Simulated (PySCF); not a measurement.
# From one method to the next for BeH

Aim: see what other levels and later steps give for BeH.

Method: each script names its method and basis; program: PySCF 2.14.0.

## (1) The system as given

BeH: 2 atoms, charge 0, spin multiplicity 2.

Bond lengths: Be1–H2 1.152 Å.

## (2) The base run

input.py reads:

```python
from pyscf import gto, dft

mol = gto.M(
    atom='Be 0 0 0; H 0 0 1.152',
    basis='6-311g**',
    charge=0,
    spin=1,
    verbose=3,
)
mf = dft.UKS(mol, xc='r2scan')
mf.kernel()
mf.analyze()
print('orbital energies (hartree):', [e[max(0, n-3):n+3].round(4) for e, n in zip(mf.mo_energy, mol.nelec)])
```

Launch:

```console
OMP_NUM_THREADS=1 python input.py
```

The log of this run is left out.

In short: E(SCF) = -15.228838 Eh, ⟨S²⟩ = 0.751, μ = 0.02 D.

The bond length is a typed value, not an optimised one.

## (3) RKS

Variant 1 changes SCF type: UKS → RKS.

input.py reads:

```python
from pyscf import gto, dft

mol = gto.M(
    atom='Be 0 0 0; H 0 0 1.152',
    basis='6-311g**',
    charge=0,
    spin=1,
    verbose=3,
)
mf = dft.RKS(mol, xc='r2scan')
mf.kernel()
mf.analyze()
print('orbital energies (hartree):', mf.mo_energy[..., max(0, mol.nelec[1]-3):mol.nelec[0]+3].round(4))
```

Launch:

```console
OMP_NUM_THREADS=1 python input.py
```

## (4) TDDFT

Variant 2 changes step after the SCF: analyze → tddft; number of roots: none → 8.

input.py reads:

```python
from pyscf import gto, dft, tdscf

mol = gto.M(
    atom='Be 0 0 0; H 0 0 1.152',
    basis='6-311g**',
    charge=0,
    spin=1,
    verbose=3,
)
mf = dft.UKS(mol, xc='r2scan')
mf.kernel()
td = tdscf.TDDFT(mf)
td.nstates = 8
td.kernel()
td.analyze()
mf.dip_moment()
print('orbital energies (hartree):', [e[max(0, n-3):n+3].round(4) for e, n in zip(mf.mo_energy, mol.nelec)])
```

## (5) EOM-EA (UHF)

Variant 3 changes step after the SCF: analyze → eomea; SCF type: UKS → UHF; functional: r2scan → none (Hartree–Fock); number of roots: none → 5.

input.py reads:

```python
from pyscf import gto, scf, cc

mol = gto.M(
    atom='Be 0 0 0; H 0 0 1.152',
    basis='6-311g**',
    charge=0,
    spin=1,
    verbose=3,
)
mf = scf.UHF(mol)
mf.kernel()
mycc = cc.CCSD(mf)
mycc.kernel()
e = mycc.eaccsd(nroots=5)[0]
print('roots (eV) =', (e*27.211386).round(3))
mf.dip_moment()
print('orbital energies (hartree):', [e[max(0, n-3):n+3].round(4) for e, n in zip(mf.mo_energy, mol.nelec)])
```

## (6) B3lyp

Variant 4 changes functional: r2scan → b3lyp.

Edit input.py of step 2 so:

```diff
@@ -9,3 +9,3 @@
 )
-mf = dft.UKS(mol, xc='r2scan')
+mf = dft.UKS(mol, xc='b3lyp')
 mf.kernel()
```

**Question.** What will these runs give? Wanted: for each run, E(SCF); from base; gap, α spin; SCF dipole; after the SCF.

As calculated:

```csv
run,E(SCF) (hartree),from base (eV),"gap, α spin (eV)",SCF dipole (D),after the SCF
base,-15.228838,0,3.04,0.02,n/a
RKS,-15.228604,+0.0064,n/a,0.01,n/a
TDDFT,-15.228838,0.0000,3.04,0.02,lowest root found 2.73 eV
EOM-EA (UHF),-15.138283,not comparable,9.67,0.05,"CCSD correlation -1.510 eV, first root 0.20 eV"
b3lyp,-15.252579,not comparable,4.00,0.00,n/a
```

What this shows: The α-spin gap between the frontier levels is 3.0 eV with r2scan (0 % exact exchange) and 4.0 eV with b3lyp (20 %): exact exchange opens it. A lower total energy from another functional means nothing by itself. The dearest run is “TDDFT”, at 7.5 s against 1.5 s.
